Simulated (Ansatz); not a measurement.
# r2SCAN/def2-SVP (core potential) run of SnF4 (SMILES [F][Sn]([F])([F])[F])

Aim: the vertical singlet–triplet gap of SnF4 at r2SCAN/def2-SVP (core potential), from 2 runs. 

Program for the calculation: Ansatz 0.2.0.

48 further runs of the same task are left out: 21 that didn't finish, 27 set aside as unsound or not needed. Runs told in other sessions of the task aren't counted.

**1. The system as given**

The species is SnF4 (5 atoms), meant as a singlet with charge 0. SMILES: `[F][Sn]([F])([F])[F]`. The shape is that of a PBE0-D4/def2-TZVP optimisation.

Bond lengths: F1–Sn2 1.876 Å, Sn2–F3 1.876 Å, Sn2–F4 1.876 Å, Sn2–F5 1.876 Å. Angles: F1–Sn2–F3 109.5°, F1–Sn2–F4 109.5°, F1–Sn2–F5 109.5°, F3–Sn2–F4 109.5°, F3–Sn2–F5 109.5°, F4–Sn2–F5 109.5°.

**2. The energy at r2SCAN/def2-SVP (core potential)**

The input, in.yaml:

```yaml
basis:
  gaussian:
    orbitals: def2-SVP
crystal:
  periodic: [false, false, false]
  atoms:
    - {symbol: F, position_ang: [0.130300, -0.871400, 1.656700]}
    - {symbol: Sn, position_ang: [0.009900, -0.014700, -0.008300]}
    - {symbol: F, position_ang: [-1.285400, 1.340000, 0.078100]}
    - {symbol: F, position_ang: [-0.477600, -1.263800, -1.320800]}
    - {symbol: F, position_ang: [1.672500, 0.736200, -0.447200]}
hamiltonian:
  xc: {name: r2SCAN}
accuracy: high
output: {orbitals: {seedname: orbitals}}
```

Started as:

```
$ ansatz run in.yaml --threads 1 --pin off --max-ram 3480MiB --events-out events.jsonl --progress --plain --runs-dir runs
```

Output:

```text
Warning: RAYON_NUM_THREADS=1 ignored (pool sized by the plan → 1); use --threads N
Functional definition: r2SCAN
  name "r2SCAN"
  parameter k0 = 0.174
  parameter k1 = 0.065
  parameter a1 = 4.9479
  exchange = r2scan_x(k0 = k0, k1 = k1, a1 = a1)
  correlation = r2scan_c
1743 factors; integrals over basis functions are off by at most 3.2e-9 eV
mean field evaluation 1: about -16683.1271 eV, gradient 6.5e1 eV
mean field evaluation 2: about -16662.0405 eV, gradient 1.3e2 eV
mean field evaluation 4: about -16690.0760 eV, gradient 1.0e0 eV
mean field evaluation 8: about -16690.0736 eV, gradient 6.1e-2 eV
mean field evaluation 16: about -16690.0736 eV, gradient 6.9e-8 eV
mean field -16690.07360306 eV, -613.3488919742 hartree, gradient 6.8e-8 eV, S^2 0.000000; 0 other end points of the search recorded, 0 dependent functions left out
reference -16690.07360408 eV, -613.3488920118 hartree; 29, 29 occupied and 53, 53 virtual orbitals, 1743 factors
Total energy: -16690.07360408 eV, -613.3488920118 hartree
```

It took 12 s on 1 thread of Arm Neoverse V1, shared host; peak memory 0.25 GiB.

**3. The triplet**

in.yaml: that of step 2 with these lines changed.

```diff
@@ -1,4 +1 @@
-basis:
-  gaussian:
-    orbitals: def2-SVP
 crystal:
@@ -11,2 +8,8 @@
     - {symbol: F, position_ang: [1.672500, 0.736200, -0.447200]}
+basis:
+  gaussian:
+    orbitals: def2-SVP
+magnetization:
+  spin_polarized: true
+  initial_magnetization: 2
 hamiltonian:
@@ -14,2 +17,3 @@
 accuracy: high
-output: {orbitals: {seedname: orbitals}}
+output:
+  orbitals: {seedname: orbitals}
```

Started as:

```
$ ansatz run in.yaml --threads 1 --pin off --max-ram 3480MiB --events-out events.jsonl --progress --plain --runs-dir runs
```

Output (excerpt; [...] marks lines left out):

```text
Warning: RAYON_NUM_THREADS=1 ignored (pool sized by the plan → 1); use --threads N
[... 2 set-up lines as earlier in the session ...]
[...]
1743 factors; integrals over basis functions are off by at most 3.2e-9 eV
[...]
mean field -16684.11695009 eV, -613.1299890151 hartree, gradient 2.6e-8 eV, S^2 2.003787; 10 other end points of the search recorded, 0 dependent functions left out
reference -16684.11695355 eV, -613.1299891425 hartree; 30, 28 occupied and 52, 54 virtual orbitals, 1743 factors
Total energy: -16684.11695355 eV, -613.1299891425 hartree
```

Wall time 2.7 min (1 thread of Arm Neoverse V1, shared host); peak memory 0.42 GiB.

**4. What came out**

At r2SCAN/def2-SVP (core potential):

```
                                        quantity          value
                           singlet: total energy  -613.34889 Eh
                            singlet: HOMO energy      -10.47 eV
                            singlet: LUMO energy       -4.20 eV
                          singlet: HOMO–LUMO gap        6.27 eV
                           triplet: total energy  -613.12999 Eh
     triplet: HOMO energy (highest over α and β)       -4.59 eV
                                   triplet: ⟨S²⟩          2.004
vertical energy of the triplet above the singlet       5.957 eV
```

What this shows: At this shape the triplet lies 5.96 eV (137 kcal/mol) above the singlet.
